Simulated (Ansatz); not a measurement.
# BrF2Ge2H5O: the cost of one run

Method: RKS PBE/def2-SVP, in Ansatz 0.2.0.

1 further run of the same task is left out (it didn't finish).

## 1. The system as given

Bond lengths: Ge1–Ge2 2.750 Å, Ge2–H3 1.550 Å, Ge2–H4 1.550 Å, Ge2–H5 1.550 Å, Ge1–O6 1.770 Å, O6–H7 1.010 Å, Ge1–F8 1.679 Å, Ge1–F9 1.679 Å, Ge1–Br10 2.700 Å, Ge2–H11 1.648 Å, Br10–H11 1.665 Å. Angles (14 of 23 angles, heavy atoms first): Ge2–Ge1–O6 109.4°, Ge2–Ge1–F8 109.5°, Ge2–Ge1–F9 109.5°, Ge2–Ge1–Br10 71.6°, O6–Ge1–F8 109.5°, O6–Ge1–F9 109.5°, O6–Ge1–Br10 178.9°, F8–Ge1–F9 109.5°, F8–Ge1–Br10 70.0°, F9–Ge1–Br10 70.0°, Ge1–Ge2–H3 109.5°, Ge1–Ge2–H4 109.5°, Ge1–Ge2–H5 109.5°, Ge1–Ge2–H11 69.3°.

Coordinates:

```xyz
11

Ge    0.0000    0.0000    0.0000
Ge    0.0000    0.0000    2.7500
H    -1.3958   -0.4318    3.2674
H     1.0719   -0.9929    3.2674
H     0.3240    1.4247    3.2674
O     1.6691    0.0000   -0.5894
H     1.9855   -0.9521   -0.7061
F    -0.7913    1.3709   -0.5594
F    -0.7913   -1.3709   -0.5594
Br   -2.5623    0.0000    0.8514
H    -1.5420    0.0000    2.1674
```

## 2. Pulling towards end A

Springs on the bonds that form and break draw the guess towards this end; the thresholds are loose.

input.yaml

```yaml
crystal:
  periodic: [false, false, false]
  atoms:
    - { symbol: Ge, position_ang: [0.0, 0.0, 0.0] }
    - { symbol: Ge, position_ang: [0.0, 0.0, 2.75] }
    - { symbol: H, position_ang: [-1.3958, -0.4318, 3.2674] }
    - { symbol: H, position_ang: [1.0719, -0.9929, 3.2674] }
    - { symbol: H, position_ang: [0.324, 1.4247, 3.2674] }
    - { symbol: O, position_ang: [1.6691, 0.0, -0.5894] }
    - { symbol: H, position_ang: [1.9855, -0.9521, -0.7061] }
    - { symbol: F, position_ang: [-0.7913, 1.3709, -0.5594] }
    - { symbol: F, position_ang: [-0.7913, -1.3709, -0.5594] }
    - { symbol: Br, position_ang: [-2.5623, 0.0, 0.8514] }
    - { symbol: H, position_ang: [-1.542, 0.0, 2.1674] }
basis:
  gaussian: { orbitals: def2-SVP }
hamiltonian:
  xc: pbe
relax:
  f_tol: 0.15
  max_steps: 25
  restrain:
    - { distance: [0, 9], at: 3.6, k: 30.0 }
    - { distance: [10, 1], at: 2.75, k: 30.0 }
    - { distance: [0, 1], at: 2.4, k: 30.0 }
    - { distance: [10, 9], at: 1.55, k: 30.0 }
output:
  orbitals: {}
```

Command:

```console
$ ansatz run input.yaml --threads 4 --pin off --max-ram 5120MiB --backend cpu --events-out ev --progress --plain --runs-dir out
```

What time and memory should one allow on 4 threads of Arm Neoverse V2, shared host?

About 46 s, with a peak of 0.27 GiB.
